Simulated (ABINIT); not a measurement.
# Ge3S (Im-3m) in ABINIT: single point with LDA

Aim: the single point of Ge3S with LDA.

Everything below comes from runs of ABINIT 10.8.3 (patched build). Logs are shortened: lines on timing, memory, paths and dates and some standing lists are left out, and cuts for length are marked. The log counts tension as positive stress, the text compression.

## 1. The crystal as given

Symmetry: Im-3m, No. 229, cubic system. The conventional cell has a = 5.368 Å, b = 5.368 Å, c = 5.368 Å, α = 90.00°, β = 90.00°, γ = 90.00°. Ge (site symmetry 4/mmm) has 4 Ge at 2.68 Å and 2 S at 2.68 Å as nearest neighbours. Around S (site symmetry m-3m) lie 6 Ge at 2.68 Å.

The cell was built by a generator and needn't be a form met in nature.

## 2. Single point, LDA

run.abi reads:

```
# Pseudopotentials
pp_dirpath "./"
pseudos "Ge.LDA_PW-JTH.xml, S.LDA_PW-JTH.xml"

# Structure
acell 3*1.0
rprim
    -5.0723083774     5.0723083774     5.0723083774
     5.0723083774    -5.0723083774     5.0723083774
     5.0723083774     5.0723083774    -5.0723083774
ntypat 2
znucl 32 16
natom 4
typat 1 1 1 2
xcart
     2.6841500000     0.0000000000     0.0000000000
     0.0000000000     2.6841500000     0.0000000000
     0.0000000000     0.0000000000     2.6841500000
     0.0000000000     0.0000000000     0.0000000000 Angstrom

# Plane-wave basis
ecut 16.0
pawecutdg 32.0

# k points
kptopt 1
ngkpt 5 5 5
nshiftk 1
shiftk 0.0 0.0 0.0

# Exchange and correlation
ixc 7

# Bands and occupations
nband 29
occopt 3
tsmear 0.00183747

# SCF cycle
nstep 100
tolvrs 1.0e-9

# Output
iomode 3
prtwf 0
prteig 0
prtebands 0
enunit 1
prtden 1
prtvha 1
prtvclmb 1
prtpot 1
```

Potentials or basis: JTH PAW LDA v2.0.

Started as:

```sh
> abinit run.abi > log 2>&1
```

run.abo:

```text
.Version 10.8.3 of ABINIT
 Symmetries : space group Im -3 m (#229); Bravais cI (body-center cubic)
================================================================================
 Values of the parameters that define the memory need of the present run
     intxc =       0    ionmov =       0      iscf =      17    lmnmax =      18
     lnmax =       6     mgfft =      32  mpssoang =       3    mqgrid =    3001
     natom =       4  nloc_mem =       2    nspden =       1   nspinor =       1
    nsppol =       1      nsym =      48    n1xccc =       1    ntypat =       2
    occopt =       3   xclevel =       1
       mpw =        1605          nfft =       32768          nkpt =          10
 PAW method is used; the additional fine FFT grid is defined by:
   mgfftf=        48    nfftf =    110592
================================================================================
================================================================================

--------------------------------------------------------------------------------
------------- Echo of variables that govern the present computation ------------
--------------------------------------------------------------------------------
 -outvars: echo values of preprocessed input variables --------
            acell      1.0000000000E+00  1.0000000000E+00  1.0000000000E+00 Bohr
              amu      7.26100000E+01  3.20660000E+01
             ecut      1.60000000E+01 Hartree
           enunit           1
              ixc           7
         kptrlatt        5    0    0      0    5    0      0    0    5
          kptrlen      4.39274791E+01
            natom           4
            nband          29
            ngfft          32      32      32
          ngfftdg          48      48      48
             nkpt          10
            nstep         100
             nsym          48
           ntypat           2
           occopt           3
        pawecutdg      3.20000000E+01 Hartree
        prtebands           0
           prteig           0
           prtpot           1
         prtvclmb           1
           prtvha           1
            prtwf           0
            rprim     -5.0723083774E+00  5.0723083774E+00  5.0723083774E+00
                       5.0723083774E+00 -5.0723083774E+00  5.0723083774E+00
                       5.0723083774E+00  5.0723083774E+00 -5.0723083774E+00
          spgroup         229
           tolvrs      1.00000000E-09
           tsmear      1.83747000E-03 Hartree
            typat      1  1  1  2
           useylm           1
           xangst      2.6841499982E+00  0.0000000000E+00  0.0000000000E+00
                       0.0000000000E+00  2.6841499982E+00  0.0000000000E+00
                       0.0000000000E+00  0.0000000000E+00  2.6841499982E+00
                       0.0000000000E+00  0.0000000000E+00  0.0000000000E+00
            xcart      5.0723083774E+00  0.0000000000E+00  0.0000000000E+00
                       0.0000000000E+00  5.0723083774E+00  0.0000000000E+00
                       0.0000000000E+00  0.0000000000E+00  5.0723083774E+00
                       0.0000000000E+00  0.0000000000E+00  0.0000000000E+00
             xred      0.0000000000E+00  5.0000000000E-01  5.0000000000E-01
                       5.0000000000E-01  0.0000000000E+00  5.0000000000E-01
                       5.0000000000E-01  5.0000000000E-01  0.0000000000E+00
                       0.0000000000E+00  0.0000000000E+00  0.0000000000E+00
            znucl       32.00000   16.00000

================================================================================

 chkinp: Checking input parameters for consistency.

================================================================================
== DATASET  1 ==================================================================

--- !DatasetInfo
iteration_state: {dtset: 1, }
dimensions: {natom: 4, nkpt: 10, mband: 29, nsppol: 1, nspinor: 1, nspden: 1, mpw: 1605, }
cutoff_energies: {ecut:  16.0, pawecutdg:  32.0, }
electrons: {nelect:   4.80000000E+01, charge:   0.00000000E+00, occopt:   3.00000000E+00, tsmear:   1.83747000E-03, }
meta: {optdriver: 0, ionmov: 0, optcell: 0, iscf: 17, paral_kgb: 0, }
...

 Exchange-correlation functional for the present dataset will be:
  LDA: Perdew-Wang 92 LSD fit to Ceperley-Alder data - ixc=7
  J.P.Perdew and Y.Wang, PRB 45, 13244 (1992)

 Real(R)+Recip(G) space primitive vectors, cartesian coordinates (Bohr,Bohr^-1):
 R(1)= -5.0723084  5.0723084  5.0723084  G(1)=  0.0000000  0.0985744  0.0985744
 R(2)=  5.0723084 -5.0723084  5.0723084  G(2)=  0.0985744  0.0000000  0.0985744
 R(3)=  5.0723084  5.0723084 -5.0723084  G(3)=  0.0985744  0.0985744  0.0000000
 Unit cell volume ucvol=  5.2200774E+02 bohr^3
 Angles (23,13,12)=  1.09471221E+02  1.09471221E+02  1.09471221E+02 degrees
[... 83 lines left out ...]
- [  5.0000E-01,   0.0000E+00,   5.0000E-01, Ge]
- [  5.0000E-01,   5.0000E-01,   0.0000E+00, Ge]
- [  0.0000E+00,   0.0000E+00,   0.0000E+00,  S]
cartesian_forces: # hartree/bohr
- [ -0.00000000E+00,  -0.00000000E+00,  -0.00000000E+00, ]
- [ -0.00000000E+00,  -0.00000000E+00,  -0.00000000E+00, ]
- [ -0.00000000E+00,  -0.00000000E+00,  -0.00000000E+00, ]
- [ -0.00000000E+00,  -0.00000000E+00,  -0.00000000E+00, ]
force_length_stats: {min:   0.00000000E+00, max:   0.00000000E+00, mean:   0.00000000E+00, }
...

 Integrated electronic density in atomic spheres:
 ------------------------------------------------
 Atom  Sphere_radius  Integrated_density
    1        2.30477         12.23100864
    2        2.30477         12.23100864
    3        2.30477         12.23100864
    4        1.90380          3.53572068

================================================================================

 ----iterations are completed or convergence reached----

 Mean square residual over all n,k,spin=   32.716E-07; max=  65.630E-05
 reduced coordinates (array xred) for    4 atoms
       0.000000000000      0.500000000000      0.500000000000
       0.500000000000      0.000000000000      0.500000000000
       0.500000000000      0.500000000000      0.000000000000
       0.000000000000      0.000000000000      0.000000000000
 rms dE/dt=  0.0000E+00; max dE/dt=  0.0000E+00; dE/dt below (all hartree)
    1       0.000000000000      0.000000000000      0.000000000000
    2       0.000000000000      0.000000000000      0.000000000000
    3       0.000000000000      0.000000000000      0.000000000000
    4       0.000000000000      0.000000000000      0.000000000000

 cartesian coordinates (angstrom) at end:
    1      2.68414999817149     0.00000000000000     0.00000000000000
    2      0.00000000000000     2.68414999817149     0.00000000000000
    3      0.00000000000000     0.00000000000000     2.68414999817149
    4      0.00000000000000     0.00000000000000     0.00000000000000

 cartesian forces (hartree/bohr) at end:
    1     -0.00000000000000    -0.00000000000000    -0.00000000000000
    2     -0.00000000000000    -0.00000000000000    -0.00000000000000
    3     -0.00000000000000    -0.00000000000000    -0.00000000000000
    4     -0.00000000000000    -0.00000000000000    -0.00000000000000
 frms,max,avg= 0.0000000E+00 0.0000000E+00   0.000E+00  0.000E+00  0.000E+00 h/b

 cartesian forces (eV/Angstrom) at end:
    1     -0.00000000000000    -0.00000000000000    -0.00000000000000
    2     -0.00000000000000    -0.00000000000000    -0.00000000000000
    3     -0.00000000000000    -0.00000000000000    -0.00000000000000
    4     -0.00000000000000    -0.00000000000000    -0.00000000000000
 frms,max,avg= 0.0000000E+00 0.0000000E+00   0.000E+00  0.000E+00  0.000E+00 e/A
 length scales=  1.000000000000  1.000000000000  1.000000000000 bohr
              =  0.529177210544  0.529177210544  0.529177210544 angstroms
 Fermi (or HOMO) energy (eV) =   8.32186   Average Vxc (eV)= -10.42890
 Eigenvalues (   eV  ) for nkpt=  10  k points:
 kpt#   1, nband= 29, wtk=  0.00800, kpt=  0.0000  0.0000  0.0000 (reduced coord)
 -16.87699  -16.87637  -16.87637  -16.81593  -16.81593  -16.81593  -16.76387  -16.76387
 -16.76387  -16.70594  -16.70594  -16.66110  -16.66110  -16.66110  -16.53393   -6.48792
  -1.27089    2.71466    2.71466    3.55831    3.55831    3.55831    5.35657    5.35657
   5.35657   10.99439   10.99439   10.99439   12.85351
 prteigrs : prtvol=0 or 1, do not print more k-points.

--- !EnergyTerms
iteration_state     : {dtset: 1, }
comment             : Components of total free energy in Hartree
kinetic             :  2.40411943589783E+01
hartree             :  6.03481622139591E+01
xc                  : -1.05878330888627E+01
Ewald energy        : -1.68103152648582E+02
psp_core            :  5.61977675560684E+00
local_psp           : -2.04611341551385E+02
PAW spherical_terms : -4.53624056098164E+00
internal            : -2.97829434521267E+02
'-kT*entropy'       : -5.23339957130508E-04
total_energy        : -2.97829957861224E+02
total_energy_eV     : -8.10436601898602E+03
...

--- !EnergyTermsDC
iteration_state     : {dtset: 1, }
comment             : '"Double-counting" decomposition of free energy'
band_energy         : -1.70729848304800E+01
Ewald energy        : -1.68103152648582E+02
psp_core            :  5.61977675560684E+00
xc_dc               : -5.84126435617043E+01
PAW spherical_terms : -5.98604272504341E+01
internal            : -2.97829431535593E+02
'-kT*entropy'       : -5.23339957130508E-04
total_energy_dc     : -2.97829954875550E+02
total_energy_dc_eV  : -8.10436593774169E+03
...

--- !EnergyTermsWithPAWCore
iteration_state     : {dtset: 1, }
comment             : 'Components of total free energy, including PAW core contributions'
Total energy        : -6.68626812599568E+03
Total energy DC     : -6.68626812301001E+03
Total energy (eV)   : -1.81942624520660E+05
Total energy DC (eV): -1.81942624439416E+05
...

 Cartesian components of stress tensor (hartree/bohr^3)
  sigma(1 1)=  1.88509660E-04  sigma(3 2)=  0.00000000E+00
  sigma(2 2)=  1.88509660E-04  sigma(3 1)=  0.00000000E+00
  sigma(3 3)=  1.88509660E-04  sigma(2 1)=  0.00000000E+00

-Cartesian components of stress tensor (GPa)         [Pressure= -5.5461E+00 GPa]
- sigma(1 1)=  5.54614566E+00  sigma(3 2)=  0.00000000E+00
- sigma(2 2)=  5.54614566E+00  sigma(3 1)=  0.00000000E+00
- sigma(3 3)=  5.54614566E+00  sigma(2 1)=  0.00000000E+00

== END DATASET(S) ==============================================================
================================================================================

 -outvars: echo values of variables after computation  --------
            acell      1.0000000000E+00  1.0000000000E+00  1.0000000000E+00 Bohr
           etotal     -2.9782995488E+02
            fcart     -0.0000000000E+00 -0.0000000000E+00 -0.0000000000E+00
                      -0.0000000000E+00 -0.0000000000E+00 -0.0000000000E+00
                      -0.0000000000E+00 -0.0000000000E+00 -0.0000000000E+00
                      -0.0000000000E+00 -0.0000000000E+00 -0.0000000000E+00
            rprim     -5.0723083774E+00  5.0723083774E+00  5.0723083774E+00
                       5.0723083774E+00 -5.0723083774E+00  5.0723083774E+00
                       5.0723083774E+00  5.0723083774E+00 -5.0723083774E+00
           strten      1.8850965957E-04  1.8850965957E-04  1.8850965957E-04
                       0.0000000000E+00  0.0000000000E+00  0.0000000000E+00
           xangst      2.6841499982E+00  0.0000000000E+00  0.0000000000E+00
                       0.0000000000E+00  2.6841499982E+00  0.0000000000E+00
                       0.0000000000E+00  0.0000000000E+00  2.6841499982E+00
                       0.0000000000E+00  0.0000000000E+00  0.0000000000E+00
             xred      0.0000000000E+00  5.0000000000E-01  5.0000000000E-01
                       5.0000000000E-01  0.0000000000E+00  5.0000000000E-01
                       5.0000000000E-01  5.0000000000E-01  0.0000000000E+00
                       0.0000000000E+00  0.0000000000E+00  0.0000000000E+00
 Calculation completed.
```

It took 27 s on 1 thread of Intel Xeon Platinum 8259CL at 2.50GHz (Skylake/Cascade Lake), shared host; peak memory 0.1 GiB.

Results:

```yaml
Free_energy: -8104.3659 eV
Band_gap_on_the_k_mesh: none (metal or under the smearing width)
Valence_electrons_inside_the_program's_atomic_spheres: Ge 12.23; S 3.54
```

Levels at points of the mesh, in eV from the Fermi level:
| k point | band 20 | band 21 | band 22 | band 23 | band 24 | band 25 | band 26 | band 27 | band 28 | band 29 |
| --- | --- | --- | --- | --- | --- | --- | --- | --- | --- | --- |
| (0.00, 0.00, 0.00) | -4.76 | -4.76 | -4.76 | -2.97 | -2.97 | -2.97 | 2.67 | 2.67 | 2.67 | 4.53 |

Caveat: the cutoff is too short for stress, so the log's stress isn't used.
